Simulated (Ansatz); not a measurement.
# Mg16CO: the cost of one run

Program: Ansatz 0.2.0. Level of theory: DFT PBE+D3(BJ), scalar-relativistic, plane waves, PAW. These are calculated values, not measurements.

2 further runs of the same task are left out: 2 set aside as unsound or not needed.

### Step 1. Starting point

It takes space group P6_3/mmc (No. 194, hexagonal). Conventional cell: a = 3.209 Å, b = 3.209 Å, c = 5.210 Å, α = 90.00°, β = 90.00°, γ = 120.00°. Mg (site symmetry -6m2) has 12 Mg at 3.20 to 3.21 Å as nearest neighbours.

As a file:

```
CELL_PARAMETERS angstrom
3.20927 0.00000 0.00000
-1.60464 2.77931 0.00000
0.00000 0.00000 5.21033
ATOMIC_POSITIONS crystal
Mg 0.33333 0.66667 0.25000
Mg 0.66667 0.33333 0.75000
```

Source of the structure: the Crystallography Open Database.

### Step 7. Plan of the scan

Atoms count from 1 in the order of the input.

CO (O end down) is moved over the surface cell at a fixed height above a rigid substrate; the origin of the map has the adsorbate above Mg13; the height is held at 3.00 Å.

The axes are (1) position of O17 along the first surface vector, from above Mg13: 6 values from 0.000 to 0.833, periodic; (2) position of O17 along the second surface vector, from above Mg13: 6 values from 0.000 to 0.833, periodic.

Nothing else is relaxed. Points are written as (first, second).

The two vectors of the plane (Å): (3.151, 0.000, 0.000); (-1.575, 2.729, 0.000).

(The set-up runs are not shown.)

### Step 8. The run at (0/6, 0/6) of the map's two axes

input.yaml

```yaml
crystal:
  lattice:
    - [6.3015062463, 0.0, 0.0]
    - [-3.1507531232, 5.4572644914, 0.0]
    - [0.0, 0.0, 26.3584034914]
  atoms:
    - { symbol: Mg, position: [0.3333333333, 0.1666666667, 0.1517542594] }
    - { symbol: Mg, position: [0.3333333333, 0.6666666667, 0.1517542594] }
    - { symbol: Mg, position: [0.8333333333, 0.1666666667, 0.1517542594] }
    - { symbol: Mg, position: [0.8333333333, 0.6666666667, 0.1517542594] }
    - { symbol: Mg, position: [0.1666666667, 0.3333333333, 0.2475244132] }
    - { symbol: Mg, position: [0.1666666667, 0.8333333333, 0.2475244132] }
    - { symbol: Mg, position: [0.6666666667, 0.3333333333, 0.2475244132] }
    - { symbol: Mg, position: [0.6666666667, 0.8333333333, 0.2475244132] }
    - { symbol: Mg, position: [0.3333333333, 0.1666666667, 0.3421844648] }
    - { symbol: Mg, position: [0.3333333333, 0.6666666667, 0.3421844648] }
    - { symbol: Mg, position: [0.8333333333, 0.1666666667, 0.3421844648] }
    - { symbol: Mg, position: [0.8333333333, 0.6666666667, 0.3421844648] }
    - { symbol: Mg, position: [0.1666666667, 0.3333333333, 0.4404061686] }
    - { symbol: Mg, position: [0.1666666667, 0.8333333333, 0.4404061686] }
    - { symbol: Mg, position: [0.6666666667, 0.3333333333, 0.4404061686] }
    - { symbol: Mg, position: [0.6666666667, 0.8333333333, 0.4404061686] }
    - { symbol: O, position: [0.1666666667, 0.3333333333, 0.5542218631] }
    - { symbol: C, position: [0.1666666667, 0.3333333333, 0.5978512127] }
basis:
  ecutwfc: 420
kpoints:
  mp_grid: { grid: [6, 6, 1] }
hamiltonian:
  xc: pbe
  dispersion: d3bj
scf:
  occupations: { method: gaussian, width: 0.1 }
output:
  forces: true
  eigenvalues: true
efield:
  axis: 3
  dipole_correction: true
  ramp_width: 0.04
```

Started as:

```sh
$ ansatz run input.yaml --threads 4 --pin off --max-ram 12288MiB --backend cpu --events-out ev --progress --plain --runs-dir out
```

What time and memory should one allow on 4 threads of Intel Xeon Platinum 8259CL at 2.50GHz (Skylake/Cascade Lake), shared host?

About 20 s, with a peak of 2 GiB.
